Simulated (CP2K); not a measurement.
# Si2H3F2 (SMILES F[SiH](F)[SiH2]): PM3

Wanted: energy and forces of Si2H3F2. The job is set up through an ASE script.

The results are computed with CP2K 2026.2.

3 further runs of the same task are left out: 1 that didn't finish, 2 set aside as unsound or not needed.

### 1 The structure to begin with

Si2H3F2 has 7 atoms, charge 0, and is taken as a doublet. SMILES: `F[SiH](F)[SiH2]`. The shape is that of a GFN2-xTB optimisation. This is one conformer, not always the lowest.

Bond lengths: F1–Si2 1.611 Å, Si2–F3 1.606 Å, Si2–Si4 2.262 Å, Si2–H5 1.450 Å, Si4–H6 1.463 Å, Si4–H7 1.464 Å. Angles: F1–Si2–F3 99.1°, F1–Si2–Si4 116.7°, F3–Si2–Si4 107.8°, F1–Si2–H5 103.6°, F3–Si2–H5 105.4°, Si4–Si2–H5 121.6°, Si2–Si4–H6 117.1°, Si2–Si4–H7 121.0°, H6–Si4–H7 108.8°.

### 2 Energy and forces at PM3

Contents of molecule.xyz:

```xyz
7

F     -0.297850    -1.643140     1.216100
Si     0.579980    -0.565790     0.400480
F      1.205990    -1.540120    -0.712070
Si    -0.556760     1.068720    -0.674240
H      1.672310    -0.263300     1.304260
H     -1.020740     2.197800     0.132330
H     -1.582930     0.745830    -1.666860
```

Contents of job.py:

```python
import numpy as np
from ase.io import read
from ase.calculators.cp2k import CP2K

atoms = read("molecule.xyz")
atoms.set_cell([15.3, 15.8, 15.0])
atoms.center()
cp2k_input = """
&FORCE_EVAL
  METHOD QUICKSTEP
  &DFT
    CHARGE 0
    MULTIPLICITY 2
    UKS T
    &QS
      METHOD PM3
      EPS_DEFAULT 1.0E-10
      &SE
        &COULOMB
          CUTOFF [angstrom] 50
          RC_RANGE [angstrom] 0
        &END COULOMB
        &EXCHANGE
          CUTOFF [angstrom] 50
          RC_RANGE [angstrom] 0
        &END EXCHANGE
      &END SE
    &END QS
    &POISSON
      PERIODIC NONE
      POISSON_SOLVER ANALYTIC
    &END POISSON
    &SCF
      SCF_GUESS ATOMIC
      EPS_SCF 1.0E-09
      MAX_SCF 150
      ADDED_MOS 4
      EPS_DIIS 0.01
      &DIAGONALIZATION
        ALGORITHM STANDARD
      &END DIAGONALIZATION
      &MIXING
        METHOD DIRECT_P_MIXING
        ALPHA 0.4
      &END MIXING
    &END SCF
    &PRINT
      &MOMENTS
        PERIODIC F
        REFERENCE COM
        MAX_MOMENT 1
      &END MOMENTS
      &MO ON
        ENERGIES T
        OCCUPATION_NUMBERS T
        NDIGITS 6
        &EACH
          QS_SCF 0
        &END EACH
        ADD_LAST NUMERIC
      &END MO
      &HIRSHFELD OFF
      &END HIRSHFELD
    &END PRINT
  &END DFT
  &SUBSYS
  &END SUBSYS
&END FORCE_EVAL
"""
cp2k = CP2K(command="cp2k.psmp -s", label="calc", inp=cp2k_input, basis_set=None, basis_set_file=None, potential_file=None, pseudo_potential=None, xc=None, cutoff=None, max_scf=None, charge=None, uks=False,
            force_eval_method=None, print_level="LOW", poisson_solver=None, stress_tensor=False)
atoms.calc = cp2k
print("E / eV:", round(atoms.get_potential_energy(), 6))
forces = atoms.get_forces()
print(np.array2string(forces, precision=5, suppress_small=True))
print("largest force / (eV/A): %.4f" % np.linalg.norm(forces, axis=1).max())
```

Started as:

```sh
$ OMP_NUM_THREADS=1 python job.py
```

Log:

```text
E / eV: -1073.370139
[[-0.19763  0.27372 -0.15102]
 [ 0.30492 -2.45411  0.30716]
 [-0.02148  0.04476 -0.11977]
 [-0.54634  1.329   -0.50305]
 [ 0.57347  0.82649  0.44198]
 [-0.02611  0.18767  0.17053]
 [-0.08682 -0.20754 -0.14583]]
largest force / (eV/A): 2.4920
```

calc.out:

```text
CP2K| version string:                                       CP2K version 2026.2
 CP2K| Input file name                                                  calc.inp

[... 19 lines left out ...]
 *** WARNING in qs_kind_types.F:2264 :: Information provided in the input ***
[... 66 lines left out ...]
  Step     Update method      Time    Convergence         Total energy    Change
[... 81 lines left out ...]
  Total energy [eV]:                                        -1073.37013878514358
[... 28 lines left out ...]
 SE_DIPOLE| Dipole type                                             non-periodic
[... 1 line left out ...]
 SE_DIPOLE| Moment [Debye]          0.23292525      -1.73843599      -0.33207080
[... 25 lines left out ...]
 dbcsr_finalize                    2941 11.3    0.005    0.005    0.017    0.017
[... 2 lines left out ...]
 -------------------------------------------------------------------------------
```

It took 0.8 s on 1 thread of Arm Neoverse V2, shared host.

### 3 What came out

Level: PM3.

```
                          quantity            value
                      total energy     -39.44563 Eh
                     dipole moment           1.79 D
HOMO energy (highest over α and β)         -8.43 eV
 LUMO energy (lowest over α and β)         -1.95 eV
                 heat of formation  -132.0 kcal/mol
```
